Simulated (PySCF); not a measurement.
# C4H12Si: the cost of one run

Programs: PySCF 2.14.0, with routines of our own; each step states its level. All values are computed. Atoms count from 0.

## 1. The system as given

17 atoms, charge 0, multiplicity 1; geometry from: GFN2-xTB.

## 2. Geometry optimisation at PBE0-D3(BJ)/def2-SVP

Job settings and geometry (Å):

```
{"job": {"xc": "PBE0", "basis": "def2-SVP", "d3": "d3bj", "grid": 1, "maxiter": 30, "shake": 0.01, "kind": "geom"}, "charge": 0, "multiplicity": 1}
C     -0.386160    -1.238980    -1.415200
Si    -0.006850    -0.005200    -0.003910
C     -0.012070     1.783230    -0.684010
C     -1.286560    -0.152670     1.366730
C      1.713280    -0.422220     0.711010
H     -1.383580    -0.998740    -1.855540
H     -0.409150    -2.243640    -1.070010
H      0.342490    -1.142510    -2.222390
H      0.240630     2.507270     0.125740
H     -0.960820     2.055470    -1.079160
H      0.737630     1.904750    -1.453270
H     -2.306250     0.076230     1.000840
H     -1.379230    -1.150260     1.769490
H     -1.133670     0.528590     2.198680
H      1.741830    -1.437120     1.117350
H      2.492600    -0.322710    -0.025320
H      1.979390     0.270340     1.529150
```

Run with:

```
> OMP_NUM_THREADS=1 python heavy_run.py task.json out
```

This one command runs all jobs of the session in turn.

**Question.** How long does this first job take on 1 thread of Arm Neoverse V2, shared host, and how much memory does it need?

About 54 s, with a peak of 0.64 GiB.
